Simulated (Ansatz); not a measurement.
**WHCl2 (doublet): wave-function methods side by side, def2-SVP**

An exercise on one series of results from a longer session: the logs are not shown, and one member is left open.

Computed with Ansatz 0.2.0, Gaussian basis. Level: def2-SVP, core rule «outside noble gas», up to 14 orbitals frozen.

To be run: UHF; CCSD(T) on ROHF; CCSD(T) on UHF; CISD; CCSDT(Q) on ROHF; CCSDT(Q) on UHF.

5 further runs of the same task are left out: 5 set aside as unsound or not needed.

## The system

The geometry is a PBE0/def2-TZVP stationary point (not a proven minimum). No spin-orbit coupling is included. Elements past krypton take def2 core potentials.

4 atoms, charge 0, spin multiplicity 2.

Atoms are counted from 1 here; the program's logs count them from 0.

Bond lengths: W1–Cl2 2.234 Å, W1–Cl3 2.234 Å, W1–H4 1.699 Å. Angles: Cl2–W1–Cl3 132.8°, Cl2–W1–H4 111.7°, Cl3–W1–H4 111.7°.

The first run:

The input, in.yaml:

```yaml
crystal:
  periodic: [false, false, false]
  atoms:
    - {symbol: W, position_ang: [0.015777, -0.241163, 0.000000]}
    - {symbol: Cl, position_ang: [-0.033166, 0.651506, -2.047512]}
    - {symbol: Cl, position_ang: [-0.033166, 0.651506, 2.047512]}
    - {symbol: H, position_ang: [-0.544441, -1.845619, 0.000000]}
basis:
  gaussian: {orbitals: def2-SVP}
magnetization: {spin_polarized: true, initial_magnetization: 1}
hamiltonian: {xc: hf}
output: {orbitals: {seedname: orbitals}}
```

Run with:

```
ansatz run in.yaml --threads 1 --pin off --events-out ev --progress --plain --max-ram 4096MiB --backend cpu
```

Steps of the session up to this table: UHF; CCSD(T) on ROHF; CCSD(T) on UHF; CISD; CCSDT(Q) on ROHF; CCSDT(Q) on UHF.

One of the session's tables, all rows but one given; the rest of the session is left out.

```
   method  from RCCSDT(Q) (kcal/mol)
     ROHF                    +289.13
      UHF                          ?
     RMP2                     +33.68
     UMP2                     +28.28
    RCCSD                     +11.69
    UCCSD                      +2.71
 RCCSD(T)                      +1.63
 UCCSD(T)                      -8.15
   RCCSDT                      +0.48
   UCCSDT                     -13.00
RCCSDT(Q)                          0
UCCSDT(Q)                     -14.96
```

**Question.** Estimate the row for UHF.

The run gave: from RCCSDT(Q) (kcal/mol): +273.79. In the column «from RCCSDT(Q) (kcal/mol)» it lies between RMP2 (+33.68) and ROHF (+289.13).

Not comparable, so not listed: CISD (they don't share determinant, frozen orbitals or solution with the rows shown, or repeat one).

To keep in mind: The determinant is far from a pure spin state, so its energy mixes those of several spin states (harmless only where they are near-degenerate, as at dissociation). The program flags UCCSD(T), UCCSDT(Q) as in doubt, so those rows may rest on another solution; read them beside their warnings. Restricted and unrestricted rows rest on different reference determinants; where their highest levels disagree by more than a few hundredths of an eV, they describe different states and don't form one ladder.
